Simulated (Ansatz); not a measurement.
Crystal: GdO.

```
CELL_PARAMETERS angstrom
0.00000 2.70000 2.70000
2.70000 0.00000 2.70000
2.70000 2.70000 0.00000
ATOMIC_POSITIONS crystal
Gd 0.00000 0.00000 0.00000
O 0.25000 0.25000 0.25000
```

The cell comes from a database or a generator and needn't be the stable form of this composition.

Program: Ansatz 0.2.0. Alike in all runs: potentials or basis Ansatz PAW; cell as given; cutoff (eV) 420.

Problem. Order these runs on this cell by their pressure, lowest first.
A. level PBE; spin collinear, ferromagnetic start; k mesh 3 × 3 × 3; smearing fermi-dirac 0.05 eV; mesh quality coarse
B. level RPBE; spin collinear, ferromagnetic start; k mesh 9 × 9 × 9; smearing fermi-dirac 0.05 eV; points for each segment of the path 14; mesh quality not flagged
C. level PBE; spin collinear, ferromagnetic start; k mesh 9 × 9 × 9; smearing fermi-dirac 0.05 eV; mesh quality not flagged
D. level PBEsol+U; spin off; U Gd f U = 4 eV; k mesh 6 × 6 × 6; smearing gaussian 0.05 eV; hubbard projectors ortho-atomic (the default); double counting fll (the default); mesh quality not flagged
E. level LDA+U; spin collinear, ferromagnetic start; U Gd f U = 5 eV; k mesh 9 × 9 × 9; smearing fermi-dirac 0.05 eV; hubbard projectors ortho-atomic (the default); double counting fll (the default); points for each segment of the path 14; mesh quality not flagged

Solution. E (-7.0 GPa), D (-5.0 GPa), A (-2.2 GPa), C (-0.6 GPa), B (2.1 GPa).

Caveats: some runs use coarse meshes; a cell with one magnetic atom can't hold antiferromagnetic order, which such compounds often take (some runs); the PAW data sets come from PBE, with cores solved anew for the run's functional, which leaves a small shift of forces and pressure (some runs); the magnetic or orbital state may not be the lowest (some runs); the potentials were made for another functional, which shifts forces and pressure (some runs).

Not every run made on this cell is shown here.
